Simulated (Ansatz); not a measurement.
**C₂H₆BrFSi: up Jacob's ladder to CCSD(T)**

An exercise on one series of results from a longer session: the logs are not shown, and one member is left open.

The runs use Ansatz 0.2.0, Gaussian basis; functionals in def2-TZVPP, the program's frozen cores in correlated methods.

Levels to be run: PBE-D4, r2SCAN-D4, PBE0-D4, B3LYP-D4, ωB97X-V, ωB97M-V, B2PLYP; CCSD(T)/def2-TZVPP; MP2/def2-QZVPP; extrapolation to the limit.

**The geometry**

All runs share one geometry, relaxed beforehand with PBE0-D4 in a triple-zeta def2 set.

SMILES `FCC([SiH3])Br`, 11 atoms, charge 0, spin multiplicity 1.

Atoms are counted from 1 here; the program's logs count them from 0.

Bond lengths: F1–C2 1.384 Å, C2–C3 1.514 Å, C2–H6 1.093 Å, C2–H7 1.093 Å, C3–Si4 1.894 Å, C3–Br5 1.952 Å, C3–H8 1.091 Å, Si4–H9 1.482 Å, Si4–H10 1.485 Å, Si4–H11 1.484 Å. Angles: F1–C2–C3 108.6°, F1–C2–H6 108.1°, F1–C2–H7 108.3°, C3–C2–H6 111.4°, C3–C2–H7 111.0°, H6–C2–H7 109.2°, C2–C3–Si4 115.0°, C2–C3–Br5 106.9°, C2–C3–H8 110.1°, Si4–C3–Br5 107.8°, Si4–C3–H8 111.1°, Br5–C3–H8 105.4°, C3–Si4–H9 108.4°, C3–Si4–H10 110.1°, C3–Si4–H11 108.0°, H9–Si4–H10 109.7°, H9–Si4–H11 110.5°, H10–Si4–H11 110.1°.

Coordinates:

```xyz
11
C2H6BrFSi
F    -1.39002    1.53498    0.23291
C    -0.03300    1.35345    0.43215
C     0.43654    0.21586   -0.44900
Si   -0.40902   -1.44787   -0.12632
Br    2.34563   -0.01151   -0.11353
H     0.47551    2.28827    0.18130
H     0.13201    1.12559    1.48883
H     0.35886    0.49847   -1.50002
H     0.25435   -2.47989   -0.95855
H    -1.84817   -1.36723   -0.48230
H    -0.25738   -1.76711    1.31523
```

Set-up of the first run:

The input, in.yaml:

```yaml
crystal:
  periodic: [false, false, false]
  atoms:
    - {symbol: F, position_ang: [-1.390021, 1.534978, 0.232910]}
    - {symbol: C, position_ang: [-0.033002, 1.353445, 0.432154]}
    - {symbol: C, position_ang: [0.436537, 0.215859, -0.449001]}
    - {symbol: Si, position_ang: [-0.409024, -1.447870, -0.126321]}
    - {symbol: Br, position_ang: [2.345630, -0.011511, -0.113529]}
    - {symbol: H, position_ang: [0.475505, 2.288272, 0.181305]}
    - {symbol: H, position_ang: [0.132015, 1.125595, 1.488825]}
    - {symbol: H, position_ang: [0.358859, 0.498469, -1.500017]}
    - {symbol: H, position_ang: [0.254349, -2.479892, -0.958552]}
    - {symbol: H, position_ang: [-1.848173, -1.367229, -0.482303]}
    - {symbol: H, position_ang: [-0.257375, -1.767114, 1.315230]}
basis:
  gaussian: {orbitals: def2-TZVPP}
hamiltonian: {xc: pbe, dispersion: d4}
output: {forces: true, orbitals: {seedname: orbitals}}
```

Run with:

```
$ ansatz run in.yaml --threads 2 --pin off --events-out ev --progress --plain --max-ram 22528MiB --backend cpu
```

Among the steps run: PBE-D4 (GGA); r2SCAN-D4 (meta-GGA); PBE0-D4 (hybrid); B3LYP-D4 (hybrid); ωB97X-V (range-separated); ωB97M-V (range-separated); B2PLYP (double hybrid); CCSD(T) in def2-TZVPP; MP2 in def2-QZVPP.

One table of the session follows, with a row left open; its other results are not shown here.

```
            method  atomisation energy (kJ/mol)
            PBE-D4                       3800.9
         r2SCAN-D4                       3752.7
           PBE0-D4                       3745.6
          B3LYP-D4                       3732.8
           ωB97X-V                            ?
           ωB97M-V                       3748.4
            B2PLYP                       3694.4
     HF/def2-TZVPP                       2750.3
    MP2/def2-TZVPP                       3708.6
   CCSD/def2-TZVPP                       3603.8
CCSD(T)/def2-TZVPP                       3657.6
           MP2/CBS                       3806.4
       CCSD(T)/CBS                       3755.4
```

**Question.** Estimate the row for ωB97X-V.

**Answer.** atomisation energy (kJ/mol): 3759.2. In the column «atomisation energy (kJ/mol)» it lies between CCSD(T)/CBS (3755.4) and PBE-D4 (3800.9).

Caveats from the session: Free atoms (1 F, 2 C, 1 Si, 1 Br, 6 H) were run apart at each level; the atomisation energy is their sum less the molecule, without zero-point or spin-orbit terms.
